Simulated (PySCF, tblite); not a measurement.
**C₄H₉BO: geometry, infrared bands and NMR shifts**

Aim: predict the infrared bands and NMR shifts of C₄H₉BO (`BOC/C=C\C`).

Computed with tblite 0.8.0 and PySCF 2.14.0, with density-fitted response routines of our own, on a single molecule in the gas phase. Atoms are numbered from 0 throughout.

## 1. The starting structure

15 atoms, charge 0, multiplicity 1; geometry from: force field or distance geometry start.

Bonds of the start (Å): B0–O1 1.47, O1–C2 1.39, C2–C3 1.50, C3–C4 1.34, C4–C5 1.51, B0–H6 1.18, B0–H7 1.17, C2–H8 1.12, C2–H9 1.12, C3–H10 1.10, C4–H11 1.09, C5–H12 1.11, C5–H13 1.11, C5–H14 1.12.

## 2. Relaxing the molecule with GFN2-xTB

Job settings and geometry (Å):

```
{"job": {"kind": "relax", "xc": "GFN2-xTB", "basis": "xTB"}, "charge": 0, "multiplicity": 1}
B      3.014500     0.412400    -0.152900
O      1.973600    -0.382200     0.523400
C      0.718900    -0.003100     0.059700
C     -0.346400    -0.807700     0.743800
C     -1.660900    -0.678000     0.517700
C     -2.219600     0.306000    -0.482300
H      3.367600     1.441600     0.311800
H      3.495000     0.029000    -1.152700
H      0.520300     1.074000     0.277700
H      0.620100    -0.188700    -1.036100
H     -0.037200    -1.554900     1.485200
H     -2.361600    -1.307800     1.057600
H     -3.327000     0.232600    -0.488700
H     -1.823100     0.085000    -1.499000
H     -1.938700     1.349800    -0.187100
```

Started as:

```console
> OMP_NUM_THREADS=1 python probes_run.py task.json out
```

One launch serves the whole session: the jobs run in the order shown.

**Question.** This job is followed by: GFN2-xTB harmonic vibrations, gas phase; GIAO PBE0/pcSseg-1 NMR shielding, non-relativistic, gas phase. What will the session give for the following? strongest single infrared mode (GFN2-xTB); zero-point energy (GFN2-xTB); 13C shifts against TMS (PBE0/pcSseg-1); 1H shifts against TMS (PBE0/pcSseg-1, means over atoms taken as alike); 11B shifts against BF3·OEt2 (PBE0/pcSseg-1); 17O shifts against H2O (PBE0/pcSseg-1).

The runs gave:

| quantity | value |
| --- | --- |
| strongest single infrared mode (GFN2-xTB) | 1367 cm⁻¹, 214 km/mol |
| zero-point energy (GFN2-xTB) | 76.2 kcal/mol |
| 13C shifts against TMS (PBE0/pcSseg-1) | 142.3, 130.9, 76.4, 14.6 ppm |
| 1H shifts against TMS (PBE0/pcSseg-1, means over atoms taken as alike) | 5.94, 5.88, 5.11, 5.04, 1.72 ppm |
| 11B shifts against BF3·OEt2 (PBE0/pcSseg-1) | 45.2 ppm |
| 17O shifts against H2O (PBE0/pcSseg-1) | 230.8 ppm |

Over 97 steps the energy fell by 1.202 eV; of the close pairs, B0–O1 changed most, 1.474 to 1.320 Å. The lowest mode is imaginary (26i cm⁻¹), so the xTB geometry is not a minimum. The strongest single mode, at 1367 cm⁻¹, moves mainly B0 and O1. Unscaled tight-binding wavenumbers are off by several per cent, some by more. Its intensities can rank the bands wrongly. At PBE0/pcSseg-1: The largest span, 462 ppm, is at O1, where the paramagnetic term is -289 ppm.
